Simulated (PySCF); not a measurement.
# C₄H₁₃NO₂: field gradients at the nuclei

How much do the quadrupole couplings of C₄H₁₃NO₂ depend on the level of theory? Each job file holds the settings and the coordinates that a driver script hands to the program.

Program: PySCF 2.14.0, density-fitted response routines. Level of theory: the levels named in each step. These are calculated values, not measurements.

## Step 1: The system as given

Bond lengths (14 of 18 bonds, heavy atoms first): C1–C2 1.523 Å, C2–N3 1.459 Å, N3–O4 1.438 Å, N3–C5 1.457 Å, C5–C6 1.523 Å, C1–H8 1.087 Å, C1–H9 1.087 Å, C1–H10 1.087 Å, C2–H11 1.099 Å, C2–H12 1.093 Å, O4–H13 0.971 Å, C5–H14 1.099 Å, C5–H15 1.092 Å, C6–H16 1.086 Å. Angles (14 of 29 angles, heavy atoms first): C1–C2–N3 110.8°, C2–N3–O4 108.9°, C2–N3–C5 112.5°, O4–N3–C5 107.7°, N3–C5–C6 110.6°, C1–C2–H11 109.9°, C1–C2–H12 110.0°, N3–C2–H11 111.1°, N3–C2–H12 106.4°, C2–C1–H8 109.8°, C2–C1–H9 110.3°, C2–C1–H10 110.4°, N3–O4–H13 104.5°, N3–C5–H14 110.6°.

As a file:

```xyz
20

C     0.4527    1.4624    1.9298
C     0.7710    1.4248    0.4413
N     0.1572    0.2614   -0.1901
O    -1.2714    0.3633   -0.0645
C     0.4716    0.1664   -1.6099
C     0.0124   -1.1731   -2.1709
O    -0.3396   -2.0236    1.3733
H     0.9913    2.2805    2.4001
H    -0.6126    1.6122    2.0830
H     0.7435    0.5286    2.4038
H     0.4363    2.3564   -0.0372
H     1.8490    1.3240    0.2922
H    -1.5085   -0.3273    0.5753
H    -0.0023    0.9875   -2.1658
H     1.5555    0.2606   -1.7082
H     0.2211   -1.2170   -3.2360
H    -1.0571   -1.2938   -2.0200
H     0.5347   -1.9909   -1.6798
H    -0.3011   -2.8384    0.8703
H     0.1865   -1.3678    0.8860
```

## Step 2: Geometry, PBE0-D3(BJ)/def2-SVP

File job.txt:

```
{"job": {"xc": "PBE0", "basis": "def2-SVP", "d3": "d3bj", "grid": 2, "kind": "geom"}, "charge": 0, "multiplicity": 1}
C      0.452720     1.462350     1.929810
C      0.771010     1.424830     0.441310
N      0.157240     0.261370    -0.190060
O     -1.271390     0.363270    -0.064530
C      0.471640     0.166410    -1.609870
C      0.012390    -1.173080    -2.170850
O     -0.339560    -2.023590     1.373290
H      0.991290     2.280540     2.400100
H     -0.612640     1.612250     2.082970
H      0.743490     0.528560     2.403770
H      0.436280     2.356420    -0.037180
H      1.849010     1.324000     0.292230
H     -1.508520    -0.327310     0.575340
H     -0.002290     0.987450    -2.165760
H      1.555470     0.260560    -1.708220
H      0.221130    -1.216980    -3.236000
H     -1.057110    -1.293780    -2.020010
H      0.534730    -1.990850    -1.679820
H     -0.301060    -2.838450     0.870310
H      0.186510    -1.367800     0.885980
```

Log:

```text
step   0  E = -364.72603225  max force = 0.014515
step   1  E = -364.72933661  max force = 0.009261
step   2  E = -364.72993228  max force = 0.002408
step   3  E = -364.73014183  max force = 0.002676
step   4  E = -364.73027125  max force = 0.001061
step   5  E = -364.73029280  max force = 0.000645
step   6  E = -364.73031904  max force = 0.000497
step   7  E = -364.73034864  max force = 0.000235
step   8  E = -364.73035364  max force = 0.000231
optimisation converged
```

Wall time 99 s (8 threads of Intel Xeon 6975P-C (Granite Rapids), shared host); peak memory 1 GiB.

It ended at:

```xyz
20

C     0.5083    1.4450    1.9526
C     0.7726    1.3996    0.4624
N     0.2237    0.1997   -0.1510
O    -1.1783    0.2372   -0.0069
C     0.5239    0.1023   -1.5703
C     0.0346   -1.2020   -2.1635
O    -0.3982   -1.9509    1.3561
H     0.9834    2.3289    2.4025
H    -0.5715    1.4951    2.1486
H     0.9032    0.5464    2.4510
H     0.3566    2.3017   -0.0315
H     1.8565    1.3884    0.2629
H    -1.3434   -0.5477    0.5542
H     0.0796    0.9620   -2.1126
H     1.6182    0.1836   -1.6710
H     0.2725   -1.2562   -3.2359
H    -1.0548   -1.2876   -2.0474
H     0.5079   -2.0634   -1.6663
H    -0.4202   -2.7669    0.8457
H     0.2322   -1.3721    0.8688
```

## Step 3: Field gradients, PBE0/def2-TZVPP

File job.txt:

```
{"job": {"kind": "efgt", "xc": "PBE0", "basis": "def2-TZVPP"}, "charge": 0, "multiplicity": 1}
C      0.508316     1.444962     1.952594
C      0.772611     1.399598     0.462439
N      0.223719     0.199718    -0.151034
O     -1.178277     0.237206    -0.006901
C      0.523906     0.102320    -1.570334
C      0.034576    -1.202010    -2.163523
O     -0.398248    -1.950888     1.356115
H      0.983435     2.328934     2.402476
H     -0.571507     1.495141     2.148637
H      0.903177     0.546361     2.450954
H      0.356574     2.301658    -0.031488
H      1.856479     1.388414     0.262871
H     -1.343356    -0.547735     0.554210
H      0.079580     0.961954    -2.112572
H      1.618197     0.183578    -1.671022
H      0.272460    -1.256163    -3.235897
H     -1.054770    -1.287586    -2.047379
H      0.507941    -2.063376    -1.666292
H     -0.420160    -2.766909     0.845682
H      0.232191    -1.372095     0.868752
```

Log:

```text
coarse grid: 15640 points
cycle   1  E = -364.9978195272  dE =  5.079e-01  |g| = 9.141e-01  |ddm| = 3.028e+00
cycle   2  E = -364.8240415605  dE =  1.738e-01  |g| = 1.354e+00  |ddm| = 1.658e+00
cycle   3  E = -365.1502966981  dE = -3.263e-01  |g| = 1.237e-01  |ddm| = 1.119e+00
cycle   4  E = -365.1528630708  dE = -2.566e-03  |g| = 5.899e-02  |ddm| = 1.357e-01
cycle   5  E = -365.1535915889  dE = -7.285e-04  |g| = 1.357e-02  |ddm| = 5.055e-02
cycle   6  E = -365.1536201922  dE = -2.860e-05  |g| = 4.698e-03  |ddm| = 1.121e-02
cycle   7  E = -365.1536241843  dE = -3.992e-06  |g| = 8.014e-04  |ddm| = 3.083e-03
final grid: 226048 points
cycle   8  E = -365.1372546056  dE = -1.578e-04  |g| = 9.893e-03  |ddm| = 1.197e-01
cycle   9  E = -365.1372399310  dE =  1.467e-05  |g| = 1.295e-02  |ddm| = 1.715e-02
cycle  10  E = -365.1372750978  dE = -3.517e-05  |g| = 1.838e-03  |ddm| = 9.652e-03
cycle  11  E = -365.1372756791  dE = -5.813e-07  |g| = 4.772e-04  |ddm| = 1.300e-03
cycle  12  E = -365.1372757238  dE = -4.472e-08  |g| = 1.216e-04  |ddm| = 3.463e-04
cycle  13  E = -365.1372757260  dE = -2.133e-09  |g| = 5.114e-05  |ddm| = 1.184e-04
cycle  14  E = -365.1372757264  dE = -4.595e-10  |g| = 5.428e-06  |ddm| = 3.559e-05
converged SCF energy = -365.1372757264

Field-gradient tensors (au): xx yy zz xy xz yz
  0 C    -0.04672   -0.01634    0.06306    0.00781   -0.00861    0.00064
  1 C    -0.06465    0.12134   -0.05668    0.11546    0.04191    0.09971
  2 N     1.02008   -0.86697   -0.15311    0.39279   -0.35244    0.63381
  3 O     1.97487   -0.66805   -1.30682    0.31825   -0.71109   -1.05088
  4 C    -0.10005   -0.09399    0.19404    0.01307   -0.07218    0.00972
  5 C    -0.04325    0.04896   -0.00571    0.01366    0.01155    0.01305
  6 O    -0.58824    1.03141   -0.44317    0.80642   -0.58935    0.53821
  7 H    -0.06330    0.13042   -0.06712    0.14780    0.07230    0.13603
  8 H     0.26114   -0.13926   -0.12188   -0.02070   -0.07479    0.00293
  9 H    -0.08538    0.13597   -0.05059   -0.12429    0.06624   -0.14984
 10 H    -0.07825    0.12820   -0.04995   -0.11609    0.06890   -0.13578
 11 H     0.25511   -0.13271   -0.12240   -0.00259   -0.07113    0.00817
 12 H    -0.12155    0.14960   -0.02806    0.08476   -0.06933   -0.26619
 13 H    -0.07189    0.10267   -0.03078   -0.12217    0.07453   -0.14265
 14 H     0.26259   -0.13833   -0.12426    0.02949   -0.03663    0.00118
 15 H    -0.12207   -0.13536    0.25743   -0.00209   -0.08941    0.01962
 16 H     0.26856   -0.13280   -0.13575    0.03460   -0.04097   -0.00337
 17 H    -0.06260    0.11539   -0.05278   -0.13831    0.08354   -0.14615
 18 H    -0.23623    0.28224   -0.04601    0.03325   -0.00667    0.31226
 19 H     0.04814    0.00935   -0.05749    0.20025   -0.17539   -0.12413
```

It took 39 s on 8 threads of Intel Xeon 6975P-C (Granite Rapids), shared host; peak memory 2.8 GiB.

## Step 4: Field gradients, PBE/def2-TZVPP

Edit job.txt of step 3 so:

```diff
@@ -1,2 +1,2 @@
-{"job": {"kind": "efgt", "xc": "PBE0", "basis": "def2-TZVPP"}, "charge": 0, "multiplicity": 1}
+{"job": {"kind": "efgt", "xc": "PBE", "basis": "def2-TZVPP"}, "charge": 0, "multiplicity": 1}
 C      0.508316     1.444962     1.952594
```

Log:

```text
coarse grid: 15640 points
cycle   1  E = -364.8808411835  dE =  4.559e-01  |g| = 1.127e+00  |ddm| = 3.082e+00
cycle   2  E = -364.1919908886  dE =  6.889e-01  |g| = 2.181e+00  |ddm| = 3.665e+00
cycle   3  E = -365.1133102009  dE = -9.213e-01  |g| = 2.615e-01  |ddm| = 3.080e+00
cycle   4  E = -365.1252378210  dE = -1.193e-02  |g| = 1.201e-01  |ddm| = 3.157e-01
cycle   5  E = -365.1282706251  dE = -3.033e-03  |g| = 4.069e-02  |ddm| = 1.323e-01
cycle   6  E = -365.1285533067  dE = -2.827e-04  |g| = 1.302e-02  |ddm| = 3.762e-02
cycle   7  E = -365.1285838205  dE = -3.051e-05  |g| = 2.651e-03  |ddm| = 9.510e-03
cycle   8  E = -365.1285848916  dE = -1.071e-06  |g| = 1.402e-03  |ddm| = 3.712e-03
final grid: 226048 points
cycle   9  E = -365.1081196975  dE = -2.387e-04  |g| = 1.670e-02  |ddm| = 1.634e-01
cycle  10  E = -365.1079855523  dE =  1.341e-04  |g| = 3.001e-02  |ddm| = 3.423e-02
cycle  11  E = -365.1081748629  dE = -1.893e-04  |g| = 4.984e-03  |ddm| = 2.434e-02
cycle  12  E = -365.1081793300  dE = -4.467e-06  |g| = 9.373e-04  |ddm| = 3.717e-03
cycle  13  E = -365.1081795111  dE = -1.810e-07  |g| = 2.504e-04  |ddm| = 7.442e-04
cycle  14  E = -365.1081795207  dE = -9.651e-09  |g| = 1.127e-04  |ddm| = 3.051e-04
cycle  15  E = -365.1081795230  dE = -2.264e-09  |g| = 1.559e-05  |ddm| = 8.863e-05
cycle  16  E = -365.1081795230  dE = -2.956e-11  |g| = 1.018e-05  |ddm| = 2.434e-05
converged SCF energy = -365.1081795230

Field-gradient tensors (au): xx yy zz xy xz yz
  0 C    -0.04810   -0.01781    0.06591    0.00819   -0.00923    0.00102
  1 C    -0.06507    0.12035   -0.05529    0.11624    0.03975    0.09911
  2 N     0.98591   -0.83553   -0.15037    0.37401   -0.33735    0.60962
  3 O     1.92901   -0.65434   -1.27467    0.30146   -0.68778   -1.02230
  4 C    -0.10005   -0.09347    0.19352    0.01517   -0.07232    0.00951
  5 C    -0.04474    0.05075   -0.00602    0.01536    0.01171    0.01538
  6 O    -0.57680    1.01502   -0.43822    0.77793   -0.57107    0.53362
  7 H    -0.06296    0.12975   -0.06679    0.14699    0.07198    0.13539
  8 H     0.25984   -0.13855   -0.12129   -0.02064   -0.07442    0.00287
  9 H    -0.08486    0.13517   -0.05031   -0.12358    0.06591   -0.14915
 10 H    -0.07747    0.12713   -0.04966   -0.11550    0.06844   -0.13511
 11 H     0.25385   -0.13211   -0.12175   -0.00264   -0.07076    0.00793
 12 H    -0.12353    0.15127   -0.02774    0.08537   -0.06964   -0.26885
 13 H    -0.07113    0.10213   -0.03099   -0.12150    0.07405   -0.14179
 14 H     0.26132   -0.13748   -0.12384    0.02932   -0.03644    0.00108
 15 H    -0.12145   -0.13474    0.25619   -0.00213   -0.08894    0.01955
 16 H     0.26723   -0.13210   -0.13513    0.03436   -0.04068   -0.00333
 17 H    -0.06209    0.11477   -0.05269   -0.13756    0.08304   -0.14516
 18 H    -0.23731    0.28401   -0.04669    0.03331   -0.00598    0.31389
 19 H     0.04796    0.01051   -0.05847    0.20257   -0.17687   -0.12700
```

Run time: 37 s. Hardware: 8 threads of Intel Xeon 6975P-C (Granite Rapids), shared host; peak memory 2.8 GiB.

## Step 5: Field gradients, B3LYP/def2-TZVPP

Edit job.txt of step 4 so:

```diff
@@ -1,2 +1,2 @@
-{"job": {"kind": "efgt", "xc": "PBE", "basis": "def2-TZVPP"}, "charge": 0, "multiplicity": 1}
+{"job": {"kind": "efgt", "xc": "B3LYP", "basis": "def2-TZVPP"}, "charge": 0, "multiplicity": 1}
 C      0.508316     1.444962     1.952594
```

Log:

```text
coarse grid: 15640 points
cycle   1  E = -365.3930013838  dE =  5.012e-01  |g| = 1.010e+00  |ddm| = 3.038e+00
cycle   2  E = -365.1104002989  dE =  2.826e-01  |g| = 1.609e+00  |ddm| = 2.088e+00
cycle   3  E = -365.5774021833  dE = -4.670e-01  |g| = 1.525e-01  |ddm| = 1.505e+00
cycle   4  E = -365.5813042082  dE = -3.902e-03  |g| = 7.140e-02  |ddm| = 1.688e-01
cycle   5  E = -365.5823970393  dE = -1.093e-03  |g| = 1.798e-02  |ddm| = 6.647e-02
cycle   6  E = -365.5824483919  dE = -5.135e-05  |g| = 6.217e-03  |ddm| = 1.544e-02
cycle   7  E = -365.5824553268  dE = -6.935e-06  |g| = 1.071e-03  |ddm| = 3.991e-03
final grid: 226048 points
cycle   8  E = -365.5706211421  dE = -1.633e-04  |g| = 7.121e-03  |ddm| = 1.248e-01
cycle   9  E = -365.5706152583  dE =  5.884e-06  |g| = 8.548e-03  |ddm| = 1.491e-02
cycle  10  E = -365.5706328150  dE = -1.756e-05  |g| = 9.573e-04  |ddm| = 8.038e-03
cycle  11  E = -365.5706329345  dE = -1.194e-07  |g| = 5.434e-04  |ddm| = 1.143e-03
cycle  12  E = -365.5706329893  dE = -5.483e-08  |g| = 7.965e-05  |ddm| = 3.913e-04
cycle  13  E = -365.5706329903  dE = -1.009e-09  |g| = 2.954e-05  |ddm| = 7.371e-05
cycle  14  E = -365.5706329904  dE = -1.432e-10  |g| = 6.818e-06  |ddm| = 2.545e-05
converged SCF energy = -365.5706329904

Field-gradient tensors (au): xx yy zz xy xz yz
  0 C    -0.04593   -0.01384    0.05978    0.00764   -0.00726    0.00030
  1 C    -0.06262    0.13000   -0.06738    0.11976    0.04497    0.10123
  2 N     1.06094   -0.89289   -0.16805    0.39258   -0.35844    0.64432
  3 O     1.99251   -0.67131   -1.32121    0.31958   -0.71737   -1.06748
  4 C    -0.10019   -0.10173    0.20192    0.01050   -0.07661    0.00442
  5 C    -0.04290    0.04741   -0.00451    0.01128    0.01135    0.01032
  6 O    -0.59068    1.04389   -0.45322    0.81506   -0.59721    0.55475
  7 H    -0.06187    0.12758   -0.06571    0.14469    0.07061    0.13286
  8 H     0.25508   -0.13608   -0.11900   -0.02022   -0.07299    0.00289
  9 H    -0.08346    0.13297   -0.04951   -0.12162    0.06472   -0.14619
 10 H    -0.07636    0.12498   -0.04862   -0.11329    0.06734   -0.13227
 11 H     0.24892   -0.12955   -0.11937   -0.00261   -0.06932    0.00819
 12 H    -0.11995    0.14844   -0.02849    0.08305   -0.06826   -0.26411
 13 H    -0.07016    0.10009   -0.02993   -0.11928    0.07274   -0.13895
 14 H     0.25622   -0.13508   -0.12115    0.02868   -0.03567    0.00135
 15 H    -0.11937   -0.13230    0.25166   -0.00195   -0.08757    0.01903
 16 H     0.26222   -0.12968   -0.13255    0.03383   -0.04008   -0.00326
 17 H    -0.06123    0.11260   -0.05136   -0.13518    0.08185   -0.14287
 18 H    -0.23446    0.28036   -0.04590    0.03334   -0.00655    0.30981
 19 H     0.04610    0.01093   -0.05703    0.19811   -0.17339   -0.12409
```

Run time: 35 s. Hardware: 8 threads of Intel Xeon 6975P-C (Granite Rapids), shared host; peak memory 2.8 GiB.

## Step 6: Field gradients, CAM-B3LYP/def2-TZVPP

Edit job.txt of step 5 so:

```diff
@@ -1,2 +1,2 @@
-{"job": {"kind": "efgt", "xc": "B3LYP", "basis": "def2-TZVPP"}, "charge": 0, "multiplicity": 1}
+{"job": {"kind": "efgt", "xc": "CAM-B3LYP", "basis": "def2-TZVPP"}, "charge": 0, "multiplicity": 1}
 C      0.508316     1.444962     1.952594
```

Log:

```text
coarse grid: 15640 points
cycle   1  E = -365.2548649612  dE =  6.183e-01  |g| = 9.078e-01  |ddm| = 3.020e+00
cycle   2  E = -365.1781172057  dE =  7.675e-02  |g| = 1.165e+00  |ddm| = 1.343e+00
cycle   3  E = -365.4027186773  dE = -2.246e-01  |g| = 8.741e-02  |ddm| = 7.779e-01
cycle   4  E = -365.4038838633  dE = -1.165e-03  |g| = 4.500e-02  |ddm| = 8.817e-02
cycle   5  E = -365.4042762640  dE = -3.924e-04  |g| = 1.111e-02  |ddm| = 3.540e-02
cycle   6  E = -365.4042967393  dE = -2.048e-05  |g| = 3.947e-03  |ddm| = 1.017e-02
cycle   7  E = -365.4042996938  dE = -2.955e-06  |g| = 8.117e-04  |ddm| = 3.263e-03
final grid: 226048 points
cycle   8  E = -365.3947679145  dE = -1.113e-04  |g| = 4.997e-03  |ddm| = 9.056e-02
cycle   9  E = -365.3947696715  dE = -1.757e-06  |g| = 4.185e-03  |ddm| = 9.991e-03
cycle  10  E = -365.3947735057  dE = -3.834e-06  |g| = 5.352e-04  |ddm| = 3.287e-03
cycle  11  E = -365.3947735469  dE = -4.125e-08  |g| = 3.491e-04  |ddm| = 8.492e-04
cycle  12  E = -365.3947735689  dE = -2.202e-08  |g| = 5.654e-05  |ddm| = 2.559e-04
cycle  13  E = -365.3947735696  dE = -6.980e-10  |g| = 2.508e-05  |ddm| = 7.581e-05
converged SCF energy = -365.3947735696

Field-gradient tensors (au): xx yy zz xy xz yz
  0 C    -0.04687   -0.01448    0.06135    0.00761   -0.00773    0.00019
  1 C    -0.06454    0.13127   -0.06673    0.12092    0.04601    0.10271
  2 N     1.07796   -0.90703   -0.17093    0.40054   -0.36553    0.65333
  3 O     1.99192   -0.67518   -1.31674    0.32598   -0.72017   -1.05743
  4 C    -0.10253   -0.10176    0.20429    0.01054   -0.07711    0.00553
  5 C    -0.04349    0.04857   -0.00507    0.01169    0.01177    0.01054
  6 O    -0.58411    1.03598   -0.45187    0.81164   -0.58856    0.55072
  7 H    -0.06221    0.12820   -0.06599    0.14544    0.07089    0.13344
  8 H     0.25635   -0.13679   -0.11956   -0.02036   -0.07331    0.00288
  9 H    -0.08392    0.13368   -0.04976   -0.12232    0.06498   -0.14687
 10 H    -0.07699    0.12585   -0.04887   -0.11397    0.06783   -0.13302
 11 H     0.25020   -0.13022   -0.11998   -0.00271   -0.06971    0.00831
 12 H    -0.12058    0.14908   -0.02850    0.08370   -0.06874   -0.26479
 13 H    -0.07076    0.10071   -0.02995   -0.12003    0.07320   -0.13976
 14 H     0.25757   -0.13582   -0.12175    0.02881   -0.03575    0.00142
 15 H    -0.11998   -0.13285    0.25283   -0.00188   -0.08799    0.01908
 16 H     0.26354   -0.13028   -0.13325    0.03396   -0.04029   -0.00329
 17 H    -0.06161    0.11315   -0.05154   -0.13584    0.08235   -0.14368
 18 H    -0.23512    0.28119   -0.04608    0.03323   -0.00647    0.31080
 19 H     0.04651    0.01068   -0.05718    0.19864   -0.17378   -0.12435
```

Wall time 44 s (8 threads of Intel Xeon 6975P-C (Granite Rapids), shared host); peak memory 3.1 GiB.

## Step 7: Field gradients, HF/def2-TZVPP

Edit job.txt of step 6 so:

```diff
@@ -1,2 +1,2 @@
-{"job": {"kind": "efgt", "xc": "CAM-B3LYP", "basis": "def2-TZVPP"}, "charge": 0, "multiplicity": 1}
+{"job": {"kind": "efgt", "xc": "HF", "basis": "def2-TZVPP"}, "charge": 0, "multiplicity": 1}
 C      0.508316     1.444962     1.952594
```

Log:

```text
final grid: 226048 points
cycle   1  E = -363.1616842753  dE =  8.818e-01  |g| = 7.614e-01  |ddm| = 2.966e+00
cycle   2  E = -363.2640036329  dE = -1.023e-01  |g| = 4.576e-01  |ddm| = 8.177e-01
cycle   3  E = -363.3002509484  dE = -3.625e-02  |g| = 8.318e-02  |ddm| = 2.762e-01
cycle   4  E = -363.3023769575  dE = -2.126e-03  |g| = 1.971e-02  |ddm| = 1.091e-01
cycle   5  E = -363.3024886682  dE = -1.117e-04  |g| = 6.503e-03  |ddm| = 2.485e-02
cycle   6  E = -363.3025030186  dE = -1.435e-05  |g| = 2.265e-03  |ddm| = 8.932e-03
cycle   7  E = -363.3025057126  dE = -2.694e-06  |g| = 7.167e-04  |ddm| = 4.602e-03
cycle   8  E = -363.3025060235  dE = -3.109e-07  |g| = 2.685e-04  |ddm| = 1.449e-03
cycle   9  E = -363.3025060692  dE = -4.567e-08  |g| = 7.234e-05  |ddm| = 5.907e-04
cycle  10  E = -363.3025060730  dE = -3.890e-09  |g| = 3.173e-05  |ddm| = 1.645e-04
cycle  11  E = -363.3025060736  dE = -5.142e-10  |g| = 9.983e-06  |ddm| = 5.441e-05
converged SCF energy = -363.3025060736

Field-gradient tensors (au): xx yy zz xy xz yz
  0 C    -0.03628   -0.00224    0.03851    0.00669   -0.00150   -0.00121
  1 C    -0.04940    0.13052   -0.08112    0.11075    0.04975    0.09364
  2 N     1.14756   -0.96718   -0.18038    0.43256   -0.39318    0.69605
  3 O     2.07642   -0.69019   -1.38623    0.36659   -0.77382   -1.14153
  4 C    -0.08722   -0.10448    0.19169   -0.00000   -0.07452   -0.00392
  5 C    -0.03484    0.03410    0.00074    0.00044    0.00842   -0.00287
  6 O    -0.61828    1.08992   -0.47164    0.89168   -0.64275    0.58006
  7 H    -0.06395    0.13183   -0.06789    0.14961    0.07294    0.13721
  8 H     0.26307   -0.14039   -0.12268   -0.02064   -0.07533    0.00331
  9 H    -0.08652    0.13773   -0.05121   -0.12569    0.06698   -0.15080
 10 H    -0.07971    0.12999   -0.05028   -0.11695    0.06966   -0.13653
 11 H     0.25680   -0.13368   -0.12312   -0.00254   -0.07153    0.00895
 12 H    -0.11573    0.14567   -0.02994    0.08142   -0.06766   -0.26034
 13 H    -0.07326    0.10335   -0.03009   -0.12316    0.07532   -0.14377
 14 H     0.26427   -0.13968   -0.12459    0.02962   -0.03685    0.00176
 15 H    -0.12331   -0.13659    0.25989   -0.00197   -0.09055    0.01967
 16 H     0.27035   -0.13397   -0.13638    0.03518   -0.04158   -0.00325
 17 H    -0.06388    0.11641   -0.05253   -0.13984    0.08464   -0.14813
 18 H    -0.23465    0.27940   -0.04475    0.03358   -0.00843    0.30954
 19 H     0.04533    0.00962   -0.05495    0.19414   -0.17143   -0.11965
```

Wall time 13 s (8 threads of Intel Xeon 6975P-C (Granite Rapids), shared host); peak memory 3.1 GiB.

## Step 8: The levels side by side

Largest principal value Vzz, in atomic units:

| atom | PBE0/def2-TZVPP | PBE/def2-TZVPP | B3LYP/def2-TZVPP | CAM-B3LYP/def2-TZVPP | HF/def2-TZVPP |
| --- | --- | --- | --- | --- | --- |
| C1 | 0.0637 | 0.0667 | 0.0603 | 0.0619 | 0.0386 |
| C2 | 0.2190 | 0.2179 | 0.2288 | 0.2314 | 0.2205 |
| N3 | -1.3505 | -1.2990 | -1.3808 | -1.4026 | -1.4973 |
| O4 | 2.2266 | 2.1679 | 2.2466 | 2.2489 | 2.3694 |
| C5 | 0.2109 | 0.2105 | 0.2202 | 0.2226 | 0.2104 |
| C6 | 0.0545 | 0.0578 | 0.0513 | 0.0525 | -0.0367 |
| O7 | -1.4787 | -1.4409 | -1.5003 | -1.4865 | -1.6045 |
| H8 | 0.2789 | 0.2775 | 0.2727 | 0.2740 | 0.2818 |
| H9 | 0.2763 | 0.2749 | 0.2698 | 0.2712 | 0.2783 |
| H10 | 0.2743 | 0.2729 | 0.2680 | 0.2694 | 0.2770 |
| H11 | 0.2560 | 0.2544 | 0.2496 | 0.2512 | 0.2582 |
| H12 | 0.2681 | 0.2668 | 0.2616 | 0.2629 | 0.2699 |
| H13 | 0.3659 | 0.3697 | 0.3624 | 0.3637 | 0.3562 |
| H14 | 0.2559 | 0.2544 | 0.2495 | 0.2511 | 0.2580 |
| H15 | 0.2681 | 0.2668 | 0.2616 | 0.2630 | 0.2698 |
| H16 | 0.2784 | 0.2770 | 0.2722 | 0.2734 | 0.2811 |
| CPU time | 2.3 min | 2.8 min | 2.2 min | 2.5 min | 48 s |

Couplings eQVzz/h in MHz (234.9647 × Q in barn × Vzz), with Q = 0.02044 (14N), -0.02558 (17O), 0.00285783 (2H):

| nucleus | PBE0/def2-TZVPP | PBE/def2-TZVPP | B3LYP/def2-TZVPP | CAM-B3LYP/def2-TZVPP | HF/def2-TZVPP |
| --- | --- | --- | --- | --- | --- |
| 14N (atom 3) | -6.486 | -6.239 | -6.631 | -6.736 | -7.191 |
| 17O (atom 4) | -13.383 | -13.030 | -13.503 | -13.517 | -14.241 |
| 17O (atom 7) | 8.888 | 8.660 | 9.017 | 8.935 | 9.644 |
| 2H (atom 8) | 0.187 | 0.186 | 0.183 | 0.184 | 0.189 |
| 2H (atom 9) | 0.186 | 0.185 | 0.181 | 0.182 | 0.187 |
| 2H (atom 10) | 0.184 | 0.183 | 0.180 | 0.181 | 0.186 |
| 2H (atom 11) | 0.172 | 0.171 | 0.168 | 0.169 | 0.173 |
| 2H (atom 12) | 0.180 | 0.179 | 0.176 | 0.177 | 0.181 |
| 2H (atom 13) | 0.246 | 0.248 | 0.243 | 0.244 | 0.239 |
| 2H (atom 14) | 0.172 | 0.171 | 0.168 | 0.169 | 0.173 |

## Step 9: What came out

```
                                 quantity        value
coupling of 14N (atom 3), PBE0/def2-TZVPP   -6.486 MHz
coupling of 17O (atom 4), PBE0/def2-TZVPP  -13.383 MHz
coupling of 17O (atom 7), PBE0/def2-TZVPP    8.888 MHz
 coupling of 2H (atom 8), PBE0/def2-TZVPP    0.187 MHz
 coupling of 2H (atom 9), PBE0/def2-TZVPP    0.186 MHz
```

The largest coupling, that of 17O, runs from -14.241 (HF/def2-TZVPP) to -13.030 MHz (PBE/def2-TZVPP). The gradients are non-relativistic, at the equilibrium geometry and in principal axes; measured couplings hold vibrational averaging and refer to the inertial axes. The def2 sets are stiff near the nuclei, which limits their accuracy.
